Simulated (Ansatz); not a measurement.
# MgGeH₄ (SMILES [MgH][GeH3]): single points off equilibrium

The atoms stand at a structure displaced at random from a GFN2-xTB minimum. How far do the functionals agree with CCSD(T) there?

Method: single points in def2-TZVPP; program: Ansatz 0.2.0, Gaussian basis.

Correlated methods freeze the cores. Filled d shells of the heavier atoms are correlated. The outer core shell of Li, Na, Mg and K is correlated.

## Step 1: Where the work starts

SMILES `[MgH][GeH3]`, 6 atoms, charge 0, spin multiplicity 1.

Atoms are counted from 1 here; the program's logs count them from 0.

Bond lengths: Mg1–Ge2 2.584 Å, Mg1–H3 1.634 Å, Ge2–H4 1.454 Å, Ge2–H5 1.672 Å, Ge2–H6 1.436 Å. Angles: Ge2–Mg1–H3 177.0°, Mg1–Ge2–H4 117.1°, Mg1–Ge2–H5 118.5°, Mg1–Ge2–H6 117.9°, H4–Ge2–H5 100.6°, H4–Ge2–H6 98.8°, H5–Ge2–H6 100.4°.

As a file:

```xyz
6
GeH4Mg
Mg    0.6957   -1.5123    0.6296
Ge   -0.3101    0.6935   -0.2647
H     1.3513   -2.9287    1.1146
H    -1.5468    0.5989   -1.0232
H     0.6132    1.6314   -1.2955
H    -0.7161    1.6843    0.6925
```

## Step 2: CCSD(T)/def2-TZVPP

File run/in.yaml:

```yaml
crystal:
  periodic: [false, false, false]
  atoms:
    - {symbol: Mg, position_ang: [0.695700, -1.512300, 0.629600]}
    - {symbol: Ge, position_ang: [-0.310100, 0.693500, -0.264700]}
    - {symbol: H, position_ang: [1.351300, -2.928700, 1.114600]}
    - {symbol: H, position_ang: [-1.546800, 0.598900, -1.023200]}
    - {symbol: H, position_ang: [0.613200, 1.631400, -1.295500]}
    - {symbol: H, position_ang: [-0.716100, 1.684300, 0.692500]}
basis:
  gaussian: {orbitals: def2-TZVPP}
correlation: {method: ccsd_t}
output: {forces: true}
```

No record of the launch command was kept for these runs.

## Step 3: PBE0-D4/def2-TZVPP

run/in.yaml: that of step 2 with these lines changed.

```diff
@@ -11,3 +11,3 @@
   gaussian: {orbitals: def2-TZVPP}
-correlation: {method: ccsd_t}
-output: {forces: true}
+hamiltonian: {xc: pbe0, dispersion: d4}
+output: {forces: true, orbitals: {seedname: orbitals}}
```

## Step 4: wB97M-V/def2-TZVPP

run/in.yaml: that of step 3 with these lines changed.

```diff
@@ -11,3 +11,3 @@
   gaussian: {orbitals: def2-TZVPP}
-hamiltonian: {xc: pbe0, dispersion: d4}
-output: {forces: true, orbitals: {seedname: orbitals}}
+hamiltonian: {xc: {name: wB97M-V}}
+output: {forces: true}
```

## Step 5: r2SCAN-D4/def2-TZVPP

run/in.yaml: that of step 4 with these lines changed.

```diff
@@ -11,3 +11,3 @@
   gaussian: {orbitals: def2-TZVPP}
-hamiltonian: {xc: {name: wB97M-V}}
+hamiltonian: {xc: r2scan, dispersion: d4}
 output: {forces: true}
```

## Step 6: PBE-D4/def2-TZVPP

run/in.yaml: that of step 5 with these lines changed.

```diff
@@ -11,3 +11,3 @@
   gaussian: {orbitals: def2-TZVPP}
-hamiltonian: {xc: r2scan, dispersion: d4}
+hamiltonian: {xc: pbe, dispersion: d4}
 output: {forces: true}
```

## Step 7: r2SCANh-D4/def2-TZVPP

run/in.yaml: that of step 6 with these lines changed.

```diff
@@ -11,3 +11,3 @@
   gaussian: {orbitals: def2-TZVPP}
-hamiltonian: {xc: pbe, dispersion: d4}
+hamiltonian: {xc: {name: r2SCANh}, dispersion: d4}
 output: {forces: true}
```

## Step 8: SPW92/def2-TZVPP

run/in.yaml: that of step 7 with these lines changed.

```diff
@@ -11,3 +11,3 @@
   gaussian: {orbitals: def2-TZVPP}
-hamiltonian: {xc: {name: r2SCANh}, dispersion: d4}
+hamiltonian: {xc: lda}
 output: {forces: true}
```

(Steps that only read results are left out.)

What does the calculation give? Wanted: energy less free atoms, CCSD(T)/def2-TZVPP; RMS force component; RMS force error; HOMO and LUMO, PBE0-D4; T1 diagnostic.

**Answer**, as computed:

| quantity | value |
| --- | --- |
| energy less free atoms, CCSD(T)/def2-TZVPP | -1210.4 kJ/mol |
| RMS force component | 1.063 to 1.116 eV/Å over the methods |
| RMS force error | PBE0-D4 0.050, wB97M-V 0.023, r2SCAN-D4 0.049, PBE-D4 0.124, r2SCANh-D4 0.037, SPW92 0.118 eV/Å |
| HOMO and LUMO, PBE0-D4 | -7.05 and -1.10 eV |
| T1 diagnostic | 0.011 |

What this shows: Against CCSD(T) the functionals' energies less atoms differ by -149.8 to +15.1 kJ/mol, PBE-D4 by +15.1 kJ/mol. CCSD(T) in triple zeta still lacks some correlation energy of the bonds, so part of these gaps is its own basis error and they don't rank the functionals. On forces the order runs from wB97M-V to PBE-D4. Frozen-core CCSD(T) forces in triple zeta carry basis errors of their own, and this is one geometry, so small gaps rank nothing.
